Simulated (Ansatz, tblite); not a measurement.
# The cluster C18H22: one state, many levels

The task here is to estimate one member of a computed series from the others.

Computed with Ansatz 0.2.0, Gaussian basis. Level: as each input shows.

Levels to be run: GFN1-xTB, GFN2-xTB, PBE-D4/def2-TZVP, r2SCAN-D4/def2-TZVP, ωB97X-V/def2-TZVP, PBE-D4/def2-SVP, PBE0-D4/def2-SVP, MP2/def2-TZVP, RPA/def2-TZVP.

2 further runs of the same task are left out: 2 set aside as unsound or not needed.

## The structure

The singlet was relaxed beforehand with PBE-D4/def2-SVP.

40 atoms, charge 0, spin multiplicity 1.

Bond lengths: C1–C2 1.494 Å, C1–H19 1.113 Å, C1–H20 1.109 Å, C1–H21 1.113 Å, C2–C3 1.363 Å, C2–H22 1.106 Å, C3–C4 1.450 Å, C3–H23 1.106 Å, C4–C5 1.376 Å, C4–H24 1.104 Å, C5–C6 1.437 Å, C5–H25 1.104 Å, C6–C7 1.382 Å, C6–H26 1.104 Å, C7–C8 1.422 Å, C7–H27 1.105 Å, C8–C9 1.384 Å, C8–H28 1.105 Å and more. Angles: C2–C1–H19 111.5°, C2–C1–H20 112.0°, C2–C1–H21 111.4°, H19–C1–H20 108.1°, H19–C1–H21 105.6°, H20–C1–H21 108.0°, C1–C2–C3 124.8°, C1–C2–H22 116.2°, C3–C2–H22 119.0°, C2–C3–C4 127.7°, C2–C3–H23 117.0°, C4–C3–H23 115.3°, C3–C4–C5 127.0°, C3–C4–H24 115.1°, C5–C4–H24 117.9°, C4–C5–C6 127.1°, C4–C5–H25 117.7°, C6–C5–H25 115.2° and more.

PBE0-D4/def2-TZVP was run before; its log isn't repeated, and its numbers join the tables.

The first run:

Tight binding, by tblite at 300 K electronic temperature and without a spin-polarisation term:

```python
tblite.interface.Calculator('GFN1-xTB', numbers, positions, charge=0, uhf=0).singlepoint()
```

Tight binding, by tblite at 300 K electronic temperature and without a spin-polarisation term:

```python
tblite.interface.Calculator('GFN2-xTB', numbers, positions, charge=0, uhf=0).singlepoint()
```

start.molden holds the orbitals of an earlier run on this state, given as this run's starting guess.

File in.yaml:

```yaml
crystal:
  periodic: [false, false, false]
  atoms:
    - {symbol: C, position_ang: [1.835517, 3.279358, -9.122082]}
    - {symbol: C, position_ang: [1.652786, 2.704262, -7.755355]}
    - {symbol: C, position_ang: [0.730242, 3.132467, -6.848270]}
    - {symbol: C, position_ang: [0.490336, 2.613342, -5.515416]}
    - {symbol: C, position_ang: [1.051036, 1.490666, -4.950759]}
    - {symbol: C, position_ang: [0.831656, 0.986398, -3.622623]}
    - {symbol: C, position_ang: [0.065541, 1.553671, -2.621482]}
    - {symbol: C, position_ang: [-0.106839, 0.983760, -1.329647]}
    - {symbol: C, position_ang: [-0.868554, 1.554982, -0.324883]}
    - {symbol: C, position_ang: [-1.088207, 1.046533, 0.995363]}
    - {symbol: C, position_ang: [-0.591767, -0.125355, 1.538692]}
    - {symbol: C, position_ang: [-0.853337, -0.561858, 2.867860]}
    - {symbol: C, position_ang: [-0.363785, -1.729635, 3.422667]}
    - {symbol: C, position_ang: [-0.624048, -2.163181, 4.757168]}
    - {symbol: C, position_ang: [-0.132827, -3.327854, 5.301836]}
    - {symbol: C, position_ang: [-0.346205, -3.832776, 6.644277]}
    - {symbol: C, position_ang: [-1.053033, -3.244863, 7.650053]}
    - {symbol: C, position_ang: [-1.234585, -3.821649, 9.016201]}
    - {symbol: H, position_ang: [2.869533, 3.665728, -9.266857]}
    - {symbol: H, position_ang: [1.126780, 4.108457, -9.321431]}
    - {symbol: H, position_ang: [1.690809, 2.506264, -9.910138]}
    - {symbol: H, position_ang: [2.330851, 1.875104, -7.479657]}
    - {symbol: H, position_ang: [0.087257, 3.980872, -7.147290]}
    - {symbol: H, position_ang: [-0.230730, 3.190532, -4.911083]}
    - {symbol: H, position_ang: [1.739333, 0.892757, -5.572976]}
    - {symbol: H, position_ang: [1.339474, 0.036456, -3.378948]}
    - {symbol: H, position_ang: [-0.449705, 2.512177, -2.813432]}
    - {symbol: H, position_ang: [0.409952, 0.026398, -1.136321]}
    - {symbol: H, position_ang: [-1.364137, 2.512649, -0.562853]}
    - {symbol: H, position_ang: [-1.727101, 1.664256, 1.650865]}
    - {symbol: H, position_ang: [0.050492, -0.777196, 0.919483]}
    - {symbol: H, position_ang: [-1.493264, 0.085486, 3.495877]}
    - {symbol: H, position_ang: [0.276258, -2.378024, 2.795984]}
    - {symbol: H, position_ang: [-1.263269, -1.505865, 5.374240]}
    - {symbol: H, position_ang: [0.497063, -3.957054, 4.648313]}
    - {symbol: H, position_ang: [0.127253, -4.807313, 6.864018]}
    - {symbol: H, position_ang: [-1.534926, -2.266547, 7.465659]}
    - {symbol: H, position_ang: [-2.311704, -3.958951, 9.259511]}
    - {symbol: H, position_ang: [-0.833940, -3.141544, 9.800941]}
    - {symbol: H, position_ang: [-0.730203, -4.802899, 9.122505]}
basis:
  gaussian: {orbitals: def2-TZVP, fitting: {mean_field: def2-universal-jkfit}, initial_orbitals: start.molden}
hamiltonian: {xc: pbe, dispersion: d4}
scf: {omitted_lower_state_checks: [starts]}
output: {forces: true, orbitals: {seedname: orbitals}}
```

On the command line:

```bash
ansatz run in.yaml --threads 2 --pin off --events-out ev --progress --plain --max-ram 20480MiB --backend cuda --devices 0, --max-vram 18GiB
```

Steps of the session up to this table: PBE-D4/def2-TZVP; r2SCAN-D4/def2-TZVP; ωB97X-V/def2-TZVP; PBE-D4/def2-SVP; PBE0-D4/def2-SVP; MP2/def2-TZVP; RPA/def2-TZVP.

One table of the session follows, with a row left open; its other results are not shown here.

It belongs to the step «Binding energy». 

```
              level  binding an atom (eV)
       HF/def2-TZVP                 3.445
    PBE-D4/def2-SVP                     ?
   PBE-D4/def2-TZVP                 4.809
r2SCAN-D4/def2-TZVP                 4.682
   PBE0-D4/def2-SVP                 4.777
  PBE0-D4/def2-TZVP                 4.713
  ωB97X-V/def2-TZVP                 4.629
      MP2/def2-TZVP                 4.583
```

Estimate the missing values for PBE-D4/def2-SVP.

**Answer.** binding an atom (eV): 4.869. In the column «binding an atom (eV)» it is the highest.

Limits of these values: Free atoms were run apart at each level; binding is atoms less cluster, divided by the number of atoms, without zero-point or spin-orbit terms.
